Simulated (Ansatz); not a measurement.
# C₇H₉F₉O₃Sn: basis-set convergence

Aim: see how fast density functionals converge with the basis set for C₇H₉F₉O₃Sn.

Method: one geometry, several basis sets; program: Ansatz 0.2.0, Gaussian basis.

Levels to be run: PBE0-D4/def2-SVP; ωB97M-V/def2-SVP; PBE0-D4/def2-QZVPP; ωB97M-V/def2-QZVPP; the functionals' def2-TZVPP values are taken from earlier runs.

## (1) Structure used throughout

An earlier PBE0-D4 in a triple-zeta def2 set relaxation fixed the geometry. Sn takes the def2 core potential; no spin-orbit term is included.

29 atoms, charge 0, spin multiplicity 1.

Atoms are counted from 1 here; the program's logs count them from 0.

Bond lengths: C1–Sn2 2.103 Å, C1–H21 1.089 Å, C1–H22 1.088 Å, C1–H23 1.089 Å, Sn2–O3 1.968 Å, Sn2–O9 1.968 Å, Sn2–O15 1.966 Å, O3–C4 1.389 Å, C4–C5 1.514 Å, C4–H24 1.095 Å, C4–H25 1.096 Å, C5–F6 1.333 Å, C5–F7 1.354 Å, C5–F8 1.333 Å, O9–C10 1.390 Å, C10–C11 1.515 Å, C10–H26 1.097 Å, C10–H27 1.095 Å and more. Angles: Sn2–C1–H21 108.3°, Sn2–C1–H22 108.6°, Sn2–C1–H23 108.7°, H21–C1–H22 110.4°, H21–C1–H23 110.2°, H22–C1–H23 110.6°, C1–Sn2–O3 116.9°, C1–Sn2–O9 115.2°, C1–Sn2–O15 111.5°, O3–Sn2–O9 102.6°, O3–Sn2–O15 108.2°, O9–Sn2–O15 101.0°, Sn2–O3–C4 122.7°, O3–C4–C5 111.5°, O3–C4–H24 109.1°, O3–C4–H25 113.7°, C5–C4–H24 107.2°, C5–C4–H25 106.9° and more.

Geometry (Å):

```
C     2.53370    1.45425    0.10009
Sn    0.75007    0.35155    0.26485
O    -0.35648    0.20370   -1.35532
C    -1.42771    1.05038   -1.61129
C    -0.96141    2.45324   -1.93662
F    -1.99293    3.27767   -2.11660
F    -0.21742    2.95019   -0.91982
F    -0.19662    2.50359   -3.02773
O     0.97285   -1.52760    0.80425
C     0.82008   -2.56767   -0.10534
C     2.03510   -2.68811   -1.00143
F     2.27442   -1.51913   -1.63580
F     1.85662   -3.62328   -1.93576
F     3.14405   -2.99021   -0.32383
O    -0.38319    1.02914    1.72127
C    -1.08424    0.20003    2.58976
C    -2.41908   -0.22570    2.01552
F    -2.26316   -0.94556    0.88956
F    -3.08578   -0.98611    2.88938
F    -3.19557    0.81621    1.70317
H     2.81689    1.49202   -0.95026
H     2.35707    2.45834    0.48111
H     3.30721    0.95415    0.68064
H    -1.97569    0.68015   -2.48359
H    -2.13243    1.13539   -0.77583
H    -0.05167   -2.45026   -0.76010
H     0.72086   -3.51321    0.43724
H    -0.54888   -0.72112    2.84870
H    -1.29663    0.74797    3.51379
```

## (2) PBE0-D4 in def2-SVP

in.yaml

```yaml
crystal:
  periodic: [false, false, false]
  atoms:
    - {symbol: C, position_ang: [2.533700, 1.454250, 0.100091]}
    - {symbol: Sn, position_ang: [0.750068, 0.351547, 0.264850]}
    - {symbol: O, position_ang: [-0.356484, 0.203699, -1.355323]}
    - {symbol: C, position_ang: [-1.427707, 1.050375, -1.611290]}
    - {symbol: C, position_ang: [-0.961408, 2.453245, -1.936616]}
    - {symbol: F, position_ang: [-1.992932, 3.277666, -2.116600]}
    - {symbol: F, position_ang: [-0.217417, 2.950188, -0.919823]}
    - {symbol: F, position_ang: [-0.196617, 2.503585, -3.027730]}
    - {symbol: O, position_ang: [0.972854, -1.527595, 0.804253]}
    - {symbol: C, position_ang: [0.820085, -2.567671, -0.105336]}
    - {symbol: C, position_ang: [2.035096, -2.688109, -1.001430]}
    - {symbol: F, position_ang: [2.274423, -1.519128, -1.635798]}
    - {symbol: F, position_ang: [1.856617, -3.623283, -1.935764]}
    - {symbol: F, position_ang: [3.144049, -2.990214, -0.323829]}
    - {symbol: O, position_ang: [-0.383192, 1.029143, 1.721270]}
    - {symbol: C, position_ang: [-1.084244, 0.200030, 2.589759]}
    - {symbol: C, position_ang: [-2.419078, -0.225704, 2.015515]}
    - {symbol: F, position_ang: [-2.263164, -0.945561, 0.889563]}
    - {symbol: F, position_ang: [-3.085778, -0.986109, 2.889377]}
    - {symbol: F, position_ang: [-3.195572, 0.816209, 1.703174]}
    - {symbol: H, position_ang: [2.816892, 1.492017, -0.950261]}
    - {symbol: H, position_ang: [2.357067, 2.458342, 0.481109]}
    - {symbol: H, position_ang: [3.307211, 0.954150, 0.680639]}
    - {symbol: H, position_ang: [-1.975690, 0.680148, -2.483594]}
    - {symbol: H, position_ang: [-2.132428, 1.135395, -0.775830]}
    - {symbol: H, position_ang: [-0.051670, -2.450257, -0.760097]}
    - {symbol: H, position_ang: [0.720864, -3.513208, 0.437241]}
    - {symbol: H, position_ang: [-0.548882, -0.721120, 2.848699]}
    - {symbol: H, position_ang: [-1.296632, 0.747972, 3.513793]}
basis:
  gaussian: {orbitals: def2-SVP}
hamiltonian: {xc: pbe0, dispersion: d4}
output: {orbitals: {seedname: orbitals}}
```

After this run come: ωB97M-V in def2-SVP; PBE0-D4 in def2-QZVPP; ωB97M-V in def2-QZVPP.

**Question.** What will the summary of the whole plan be? Wanted: PBE0-D4: double and triple zeta above quadruple; ωB97M-V: double and triple zeta above quadruple.

**Answer**, as computed:

| quantity | value |
| --- | --- |
| PBE0-D4: double and triple zeta above quadruple | 47.60, 2.01 eV |
| ωB97M-V: double and triple zeta above quadruple | 48.48, 1.88 eV |

In words: For PBE0-D4 the step from double to triple zeta gains 45.59 eV and the next only 2.01 eV. These are total energies; as a rule much of such shifts cancels in differences, which this series doesn't test. The LUMO of ωB97M-V is positive and keeps falling with the basis (1.23 to 0.54 eV): an unbound level that the basis holds in place.
